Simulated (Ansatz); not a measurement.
Geometry optimisation, DFT r2SCAN, scalar-relativistic, plane waves, PAW in Ansatz.

Input file:

```yaml
crystal:
  lattice:
    - [0.0, 5.43, 5.43]
    - [5.43, 0.0, 5.43]
    - [5.43, 5.43, 0.0]
  atoms:
    - { symbol: Si, position: [0.0, 0.0, 0.0] }
    - { symbol: Si, position: [0.125, 0.125, 0.125] }
    - { symbol: Si, position: [0.0, 0.0, 0.5] }
    - { symbol: Si, position: [0.125, 0.125, 0.625] }
    - { symbol: Si, position: [0.0, 0.5, 0.0] }
    - { symbol: Si, position: [0.125, 0.625, 0.125] }
    - { symbol: Si, position: [0.0, 0.5, 0.5] }
    - { symbol: Si, position: [0.125, 0.625, 0.625] }
    - { symbol: Si, position: [0.5, 0.0, 0.0] }
    - { symbol: Si, position: [0.625, 0.125, 0.125] }
    - { symbol: Si, position: [0.5, 0.0, 0.5] }
    - { symbol: Si, position: [0.625, 0.125, 0.625] }
    - { symbol: Si, position: [0.5, 0.5, 0.0] }
    - { symbol: Si, position: [0.625, 0.625, 0.125] }
    - { symbol: Si, position: [0.5, 0.5, 0.5] }
    - { symbol: Si, position: [0.625, 0.625, 0.625] }
    - { symbol: As, position: [0.0670093, 0.3144501, 0.8199345], spin: 1.0 }
magnetization:
  spin_polarized: true
basis:
  ecutwfc: 500.0
kpoints:
  mp_grid: { grid: [2, 2, 2] }
hamiltonian:
  xc: r2scan
  pseudopotentials: { kind: paw, azcp: { folder: soft_1 } }
scf:
  occupations: { method: fermi_dirac, width: 0.02 }
  lower_state_search: "off"
relax:
  f_tol: 0.03
  max_steps: 60
  adjacent_minimum: "off"
```

Launched with:

```bash
$ ansatz run input.yaml --threads 4 --pin off --max-ram 10240MiB --backend cpu --events-out ev --progress --plain --runs-dir out
```

Q: Where does it end, and by what steps?

A: The forces met the threshold. Limits of this set-up: coarse k mesh, a small cell, in which the defect meets its images, a typed lattice constant that wasn't relaxed here. After 4 steps the energy has fallen by 1.539 eV; Si6 moved furthest, 0.35 Å.

```json
{"step": "0", "energy less start (eV)": "0.0000", "largest force component (eV/Å)": "3.832", "accepted": "yes"}
{"step": "1", "energy less start (eV)": "-1.1864", "largest force component (eV/Å)": "1.318", "accepted": "yes"}
{"step": "2", "energy less start (eV)": "-1.5034", "largest force component (eV/Å)": "0.179", "accepted": "yes"}
{"step": "3", "energy less start (eV)": "-1.5352", "largest force component (eV/Å)": "0.050", "accepted": "yes"}
{"step": "4", "energy less start (eV)": "-1.5388", "largest force component (eV/Å)": "0.016", "accepted": "yes"}
```

```xyz
17
Lattice="0.0000 5.4300 5.4300 5.4300 0.0000 5.4300 5.4300 5.4300 0.0000" Properties=species:S:1:pos:R:3
Si -0.099 0.105 -0.130
Si 1.463 1.493 1.257
Si 2.920 2.517 -0.201
Si 3.943 3.974 1.258
Si 2.848 0.107 2.819
Si 3.874 1.563 4.277
Si 5.331 2.587 2.819
Si 6.892 3.974 4.206
Si 0.070 2.744 2.650
Si 1.294 4.142 4.049
Si 2.692 5.367 2.650
Si 4.274 6.593 3.876
Si 2.521 2.917 5.630
Si 4.101 4.144 6.857
Si 5.499 5.367 5.458
Si 6.724 6.766 6.856
As 6.110 4.755 2.039
```

Whether the end is a true minimum wasn't checked by a vibrational analysis.

Time of the run: 2.4 min on 4 threads of Arm Neoverse V2, on a shared host, peak memory 1.8 GiB.
